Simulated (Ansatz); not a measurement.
Run this with Ansatz 0.2.0 through its Python package and show what comes out.

The script, `defect_co2.py`:
```python
import logging
import sys

import ansatz as az
import numpy as np
from pymatgen.core import Lattice, Structure
from pymatgen.io.ase import AseAtomsAdaptor

logging.basicConfig(stream=sys.stdout, format="%(name)s: %(message)s")
log = logging.getLogger("run")
log.setLevel(logging.INFO)

config = {
    "kspacing": 0.7,
    "scf_tol": 1e-09,
    "max_iterations": 60,
    "n_empty": 8,
    "occupations": "fermi_dirac",
    "sigma": 0.05,
}


def main() -> None:
    pmg_structure = Structure(
        Lattice([(2.635911, -2.387378, 0.0), (2.635911, 2.387378, 0.0), (0.0, 0.0, 6.587175)]),
        ["C", "C", "O", "O", "O", "O"],
        [
            (0.0, 0.0, 0.0),
            (0.5, 0.5, 0.5),
            (0.806509, 0.193491, 0.891843),
            (0.193491, 0.806509, 0.108157),
            (0.693491, 0.306509, 0.391843),
            (0.306509, 0.693491, 0.608157),
        ],
    )
    cell = az.Crystal.from_ase(AseAtomsAdaptor.get_atoms(pmg_structure))
    host = cell.supercell(2, 1, 1)
    defective = host.vacancy("O", at=(0.306509, 0.693491, 0.608157))

    def prepare(structure):
        return (
            structure.calculation()
            .kpoints(spacing=config["kspacing"])
            .scf(tolerance=config["scf_tol"], max_iterations=config["max_iterations"], extra_bands=config["n_empty"])
            .accuracy("low")
            .functional(az.Functional.LDA)
            .basis(20 * az.Ry, xc_grid=2)
            .occupations(config["occupations"], width=config["sigma"])
            .band_table()
        )


    perfect = prepare(host).run().report
    calculation = prepare(defective).forces()
    done = calculation.run()
    rep = done.report

    n_host, n_defect = len(perfect["lattice"]["sites"]), len(rep["lattice"]["sites"])
    log.info(f"perfect cell: {n_host} atoms, F = {perfect['free_energy_ev']:.4f} eV")
    log.info(f"defect cell:  {n_defect} atoms, F = {rep['free_energy_ev']:.4f} eV")
    log.info(f"difference {rep['free_energy_ev'] - perfect['free_energy_ev']:.4f} eV (no chemical potentials)")

    for label, run in (("perfect", perfect), ("defect", rep)):
        levels, filled = np.array(run["eigenvalues_ev"][0]), np.array(run["occupations"][0])
        top = int(np.argmin(np.abs(levels - run["fermi_energy_ev"])))
        window = slice(max(top - 3, 0), top + 4)
        print(label, "levels near E_F at the first k-point:", ", ".join(f"{e - run['fermi_energy_ev']:.2f} ({f:.2f})" for e, f in zip(levels[window], filled[window])))

    pull = np.linalg.norm(rep["forces_ev_ang"], axis=1)
    for atom in np.argsort(-pull)[:5]:
        log.info(f"force on {done.lattice.sites[atom].symbol}{atom}: {pull[atom]:.3f} eV/A")


if __name__ == "__main__":
    main()
```

```console
$ python defect_co2.py
DeckWarning: basis.ecutwfc = 272.11386245988 eV is below the records' recommended 420 eV, and the density's cutoff is lower with it unless basis.ecutrho_ratio is high enough to keep the records' density cutoff: compare with a run at a higher cutoff
run: perfect cell: 12 atoms, F = -5397.1137 eV
run: defect cell:  11 atoms, F = -4841.9562 eV
run: difference 555.1574 eV (no chemical potentials)
perfect levels near E_F at the first k-point: -3.67 (2.00), -3.37 (2.00), -3.37 (2.00), 3.15 (0.00), 3.94 (0.00), 4.37 (0.00), 4.37 (0.00)
defect levels near E_F at the first k-point: -3.60 (2.00), -3.39 (2.00), -3.24 (2.00), 3.01 (0.00), 3.17 (0.00), 3.70 (0.00), 4.16 (0.00)
run: force on O4: 4.106 eV/A
run: force on C1: 4.054 eV/A
run: force on O3: 0.688 eV/A
run: force on O2: 0.650 eV/A
run: force on O10: 0.628 eV/A
```
(Warnings from the package without file and line.)

Notes:
- The settings weren't tested for convergence.
- The cutoff lies under the one recommended for these potentials.
- The computed bands are complete only to about 4.8 eV above the Fermi level.
- The k-point mesh is coarse, and energy and stress weren't tested for convergence.
- The atoms stand at ideal sites; relaxing them can change energy and levels by an eV or more.
- The difference holds no chemical potentials.
- In a crystal with a gap the Fermi level's place inside it depends on smearing and mesh.
- Each cell's levels count from its own Fermi level and aren't aligned; one k-point can hide that the defect cell is metallic.
- This cell is a computed structure, which may not be the phase found in nature.
- Gaps and levels are Kohn-Sham values on a finite set of k-points.
- The supercell is small, so the defect meets its images and the energies aren't those of an isolated defect; a partly filled defect level may also lower its energy by spin or distortion. For a charged cell the difference holds no correction, alignment or term for the electrons' reservoir.
- Hardware and time: 4.7 s on 1 thread of Arm Neoverse V2, with other jobs on the host, peak memory 0.42 GiB.
